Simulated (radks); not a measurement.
# Zn⁹⁺ in [Ne] 3s2 3p5 3d3 4s1: an all-electron calculation

The task here is to estimate one member of a computed series from the others.

Program: radks (a radial shooting solver on a logarithmic mesh, Libxc functionals) version 1. Level of theory: scalar-relativistic Kohn-Sham, PW91, spin-unpolarised, spherical densities, point nucleus. These are calculated values, not measurements, unless marked.

## Starting point

```
element       : zinc (Z = 30)
charge        : +9
electrons     : 21
configuration : [Ne] 3s2 3p5 3d3 4s1
```

Outer shells as boxes (Hund's rule):

Zn⁹⁺
```
[Ne] core
3s [↑↓]
3p [↑↓][↑↓][↑ ]
3d [↑ ][↑ ][↑ ][  ][  ]
4s [↑ ]
```

The first run:

Input:

```text
Z 30
configuration [Ne] 3s2 3p5 3d3 4s1 4p0 5s0
relativity scalar-relativistic
functional pw91,pw91
spin unpolarised
nucleus point
c 137.035999084
```

Steps of the session up to this table: Self-consistent calculation.

One of the session's tables, all rows but one given; the rest of the session is left out.

It belongs to the step «Orbitals and density». Radial moments (bohr):

| level | <r> | outermost maximum (interpolated) | 90 % within | nodes |
| --- | --- | --- | --- | --- |
| 1s | 0.05031 | 0.0329 | 0.0899 | 0 |
| 2s | 0.2257 | 0.189 | 0.349 | 1 |
| 2p | 0.1978 | 0.152 | 0.323 | 0 |
| 3s | 0.6265 | 0.565 | 0.921 | 2 |
| 3p | ? | ? | ? | ? |
| 3d | 0.6121 | 0.490 | 0.965 | 0 |
| 4s | 1.391 | 1.33 | 1.98 | 3 |
| 4p | 1.461 | 1.39 | 2.09 | 2 |
| 5s | 2.454 | 2.50 | 3.41 | 4 |

**Question.** Estimate the row for 3p.

The run gave: <r>: 0.6311; outermost maximum (interpolated): 0.560; 90 % within: 0.947; nodes: 1. In the column «<r>» it lies between 3s (0.6265) and 4s (1.391).
